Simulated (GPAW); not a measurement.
# CH4AlSe (SMILES [CH3][Al][SeH]): a first try and a second

Wanted: energy and one-electron properties of CH4AlSe, UPBE/dzp (scalar-relativistic datasets).

The calculation is run with GPAW 26.7.0.

2 further runs of the same task are left out: 2 set aside as unsound or not needed.

## Step 1: The molecule

CH4AlSe has 7 atoms, charge 0, and is taken as a doublet. As SMILES, `[CH3][Al][SeH]`. The shape is that of a PBE0-D4/def2-TZVP optimisation. This is one conformer, not always the lowest.

Bond lengths: C1–Al2 1.965 Å, Al2–Se3 2.344 Å, C1–H4 1.095 Å, C1–H5 1.095 Å, C1–H6 1.091 Å, Se3–H7 1.468 Å. Angles: C1–Al2–Se3 114.9°, Al2–C1–H4 109.3°, Al2–C1–H5 109.8°, Al2–C1–H6 112.9°, Al2–Se3–H7 93.0°, H4–C1–H5 107.8°, H4–C1–H6 108.2°, H5–C1–H6 108.6°.

## Step 2: First attempt

Input file run.py:

```python
import numpy as np
from ase import Atoms
from ase.units import Bohr, Debye
from gpaw import GPAW

positions_bohr = np.array(
              [[ -2.200019,   0.708458,  -0.596964],
               [  0.320687,  -1.115694,   1.431279],
               [  4.511154,  -0.634570,   0.077668],
               [ -2.355733,  -0.183114,  -2.457967],
               [ -1.589638,   2.664136,  -0.881746],
               [ -4.071415,   0.721308,   0.269475],
               [  5.500993,  -2.289403,   2.071707]])
system = Atoms(['C', 'Al', 'Se', 'H', 'H', 'H', 'H'], positions=positions_bohr * Bohr)
system.center(vacuum=4.5)
system.set_initial_magnetic_moments([0.333333, 0.333333, 0.333333, 0.0, 0.0, 0.0, 0.0])

calc = GPAW(mode='lcao',
            basis='dzp',
            h=0.5,
            xc='PBE',
            occupations={'name': 'fermi-dirac', 'width': 0.02, 'fixmagmom': True},
            maxiter=97,
            symmetry='off',
            txt='-')
system.calc = calc

energy = system.get_potential_energy()
print(f'Energy: {energy:.5f} eV')
forces = system.get_forces()
print('Forces (eV/Ang)')
for symbol, f in zip(system.symbols, forces):
    print(f'{symbol:2} {f[0]:9.4f} {f[1]:9.4f} {f[2]:9.4f}')
dipole = system.get_dipole_moment() / Debye
print(f'Dipole = {np.linalg.norm(dipole):.3f} D')
```

Command:

```sh
$ OMP_NUM_THREADS=1 python run.py
```

The program printed:

```text
[...]
Number of symmetries: 1
[...]
  Number of IBZ points: 1
[...]
basis functions: 59
Spin-components: 2 (collinear spins)
Bands:           15
[...]
  Valence electrons: 17.0
[...]
  Grid points: [28 24 24]
  Charge: 0.0  # |e|
[...]
    cutoffs:
[...]
occupation numbers:
  Fixed magnetic moment: 1.000
[...]
xc functional:
  name: PBE with 2 nearest neighbor stencil
[...]
|iter     |     time |      energy | eigst |  dens |  magmom |
[...]
|iter:   1| 00:00:02 |    4.597967 |      c|       |  +1.0004|
[...]
|iter:  11| 00:00:04 |    9.493266c|      c| -4.35c|  +0.9999|
Converged in 11 steps
[...]
Energy contributions relative to reference atoms: (reference = -73784.544160)
Energy contributions:
  Kinetic:          39.600951
  Coulomb:          -8.484673
  Zero:              6.433817
  External:          0.000000
  Xc:              -28.056829
  Entropy:          -0.000000
  Spinorbit:         0.000000
  ----------------------------
  Free energy:       9.493266
  Extrapolated:      9.493266
dipole moment: (-0.118115, 0.046754, -0.020121)  # |e|*Ang
Total magnetic moment: (0.000000, 0.000000, 0.999896)
Local magnetic moments
|        x |        y |         z |
|----------|----------|-----------|
| 0.000000 | 0.000000 |  0.048318 |  # C    0
| 0.000000 | 0.000000 |  0.203525 |  # Al   1
| 0.000000 | 0.000000 |  0.041255 |  # Se   2
| 0.000000 | 0.000000 | -0.000444 |  # H    3
| 0.000000 | 0.000000 | -0.001183 |  # H    4
| 0.000000 | 0.000000 | -0.001127 |  # H    5
| 0.000000 | 0.000000 |  0.004068 |  # H    6
Fermi levels: -4.049, -3.178
Eigenvalues  # (at kpt = [0.000, 0.000, 0.000])
| band index |      eig [eV] | occ [0-1] |      eig [eV] | occ [0-1] |
|------------|---------------|-----------|---------------|-----------|
|          0 |       -17.359 |     1.000 |       -17.292 |     1.000 |
|          1 |       -15.873 |     1.000 |       -15.783 |     1.000 |
|          2 |       -10.654 |     1.000 |       -10.604 |     1.000 |
|          3 |        -9.850 |     1.000 |        -9.656 |     1.000 |
|          4 |        -9.533 |     1.000 |        -9.467 |     1.000 |
|          5 |        -8.359 |     1.000 |        -8.094 |     1.000 |
|          6 |        -6.411 |     1.000 |        -6.247 |     1.000 |
|          7 |        -5.747 |     1.000 |        -5.706 |     1.000 |
|          8 |        -4.339 |     1.000 |        -2.888 |     0.000 |
|          9 |        -1.862 |     0.000 |        -1.239 |     0.000 |
|         10 |         0.227 |     0.000 |         0.286 |     0.000 |
|         11 |         0.728 |     0.000 |         1.346 |     0.000 |
[...]
Gap: 1.451 eV
Transition (v -> c):
[...]
Forces (eV/Ang)
C  -180.8375  131.7223   91.2698
Al   -0.0935    0.1533    0.0387
Se   -0.1024   20.2682  -10.8642
H   -20.6954   66.0527  -14.7154
H    44.9648   45.0530   15.3684
H   -42.0018   81.1663   14.5109
H    33.9664  -63.7506   18.6022
Dipole = 0.618 D
```

Run time: 4.7 s. Hardware: 1 thread of Arm Neoverse V1, shared host; peak memory 0.18 GiB.

## Step 3: Reading the log

It ran to the end. The result can't be trusted all the same.

The fault: the grid is far too coarse. To mend it: grid spacing 0.2 in place of 0.5.

## Step 4: Second attempt

Input file run.py:

```python
import numpy as np
from ase import Atoms
from ase.units import Bohr, Debye
from gpaw import GPAW

positions_bohr = np.array(
              [[ -2.200019,   0.708458,  -0.596964],
               [  0.320687,  -1.115694,   1.431279],
               [  4.511154,  -0.634570,   0.077668],
               [ -2.355733,  -0.183114,  -2.457967],
               [ -1.589638,   2.664136,  -0.881746],
               [ -4.071415,   0.721308,   0.269475],
               [  5.500993,  -2.289403,   2.071707]])
system = Atoms("CAlSeHHHH", positions=positions_bohr * Bohr)
system.center(vacuum=4.5)
system.set_initial_magnetic_moments([0.333333, 0.333333, 0.333333, 0.0, 0.0, 0.0, 0.0])

calc = GPAW(mode="lcao",
            maxiter=100,
            xc="PBE",
            symmetry="off",
            basis="dzp",
            occupations={"name": "fermi-dirac", "width": 0.02, "fixmagmom": True},
            h=0.2,
            txt="-")
system.calc = calc

energy = system.get_potential_energy()
print(f"Energy: {energy:.5f} eV")
forces = system.get_forces()
print("Forces (eV/Ang)")
for symbol, f in zip(system.symbols, forces):
    print(f'{symbol:2} {f[0]:9.4f} {f[1]:9.4f} {f[2]:9.4f}')
dipole = system.get_dipole_moment() / Debye
print(f"Dipole                  {np.linalg.norm(dipole):.3f} D")
```

Command:

```sh
$ OMP_NUM_THREADS=1 python run.py
```

The program printed (excerpt; [...] marks lines left out):

```text
[...]
Number of symmetries: 1
[...]
  Number of IBZ points: 1
[...]
basis functions: 59
Spin-components: 2 (collinear spins)
Bands:           15
[...]
  Valence electrons: 17.0
[...]
  Grid points: [72 60 56]
  Charge: 0.0  # |e|
[...]
    cutoffs:
[...]
occupation numbers:
  Fixed magnetic moment: 1.000
[...]
xc functional:
  name: PBE with 2 nearest neighbor stencil
[...]
|iter     |     time |      energy | eigst |  dens |  magmom |
[...]
|iter:   1| 00:00:05 |  -30.079027 |      c|       |  +0.9992|
[...]
|iter:  11| 00:00:17 |  -28.160603c|      c| -4.39c|  +1.0000|
Converged in 11 steps
[...]
Energy contributions relative to reference atoms: (reference = -73784.544160)
Energy contributions:
  Kinetic:          35.082484
  Coulomb:         -35.824723
  Zero:              0.110079
  External:          0.000000
  Xc:              -27.528443
  Entropy:          -0.000000
  Spinorbit:         0.000000
  ----------------------------
  Free energy:     -28.160603
  Extrapolated:    -28.160603
dipole moment: (-0.159804, -0.026495, 0.058943)  # |e|*Ang
Total magnetic moment: (0.000000, 0.000000, 0.999997)
Local magnetic moments
|        x |        y |         z |
|----------|----------|-----------|
| 0.000000 | 0.000000 |  0.043509 |  # C    0
| 0.000000 | 0.000000 |  0.201040 |  # Al   1
| 0.000000 | 0.000000 |  0.047153 |  # Se   2
| 0.000000 | 0.000000 |  0.001005 |  # H    3
| 0.000000 | 0.000000 |  0.002788 |  # H    4
| 0.000000 | 0.000000 | -0.000518 |  # H    5
| 0.000000 | 0.000000 |  0.003045 |  # H    6
Fermi levels: -4.018, -3.151
[...]
Gap: 1.447 eV
Transition (v -> c):
[...]
Forces (eV/Ang)
C     0.3589   -0.2321    0.2712
Al   -0.1216   -0.1796    0.2657
Se    0.0985    0.3721   -0.5831
H    -0.0564   -0.3047   -0.6150
H     0.2010    0.6684   -0.0999
H    -0.6431    0.0027    0.3085
H     0.1741   -0.3164    0.3941
Dipole                  0.828 D
```

Run time: 17 s. Hardware: 1 thread of Arm Neoverse V1, shared host; peak memory 0.88 GiB.

## Step 5: What came out

Level: UPBE/dzp (scalar-relativistic datasets).

```
                                              quantity        value
energy as printed (from the program's reference atoms)  -28.1606 eV
                                         dipole moment       0.83 D
                    HOMO energy (highest over α and β)     -4.31 eV
                     LUMO energy (lowest over α and β)     -2.86 eV
```

The first attempt's energy was +37.654 eV off this one.
